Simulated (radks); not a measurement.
# Xe⁴⁸⁺ in [He] 2s1.75 2p2 3s0.25: an all-electron calculation

An exercise on one series of results from a longer session: the logs are not shown, and one member is left open.

The numbers are computed with radks (a radial shooting solver on a logarithmic mesh, Libxc functionals) version 1 (scalar-relativistic Kohn-Sham, SCAN, spin-unpolarised, spherical densities, finite nucleus), except any that are marked as measured or tabulated.

### The system

| Item | Value |
| --- | --- |
| element | xenon (Z = 54) |
| charge | +48 |
| electrons | 6 |
| configuration | [He] 2s1.75 2p2 3s0.25 |
| nuclear rms radius | 4.7859 fm |

The first run:

The run's settings:

```text
Z 54
configuration [He] 2s1.75 2p2 3s0.25
relativity scalar-relativistic
functional scan,scan
spin unpolarised
nucleus finite rms 4.7859 fm
c 137.035999084
```

The run is started by

```sh
$ python run_ks.py task.json out
```

All runs below come from this command, one after another.

One table of the session follows, with a row left open; its other results are not shown here.

It belongs to the step «Shells». Sizes of the orbitals, from the radial functions (bohr):

| level | <r> | outermost maximum (interpolated) | 90 % within | nodes |
| --- | --- | --- | --- | --- |
| 1s | ? | ? | ? | ? |
| 2s | 0.1095 | 0.0943 | 0.168 | 1 |
| 2p | 0.09481 | 0.0750 | 0.153 | 0 |
| 3s | 0.2563 | 0.246 | 0.370 | 2 |

Q: Estimate the row for 1s from the others.

**Answer.** <r>: 0.02656; outermost maximum (interpolated): 0.0171; 90 % within: 0.0478; nodes: 0. In the column «<r>» it is the lowest.
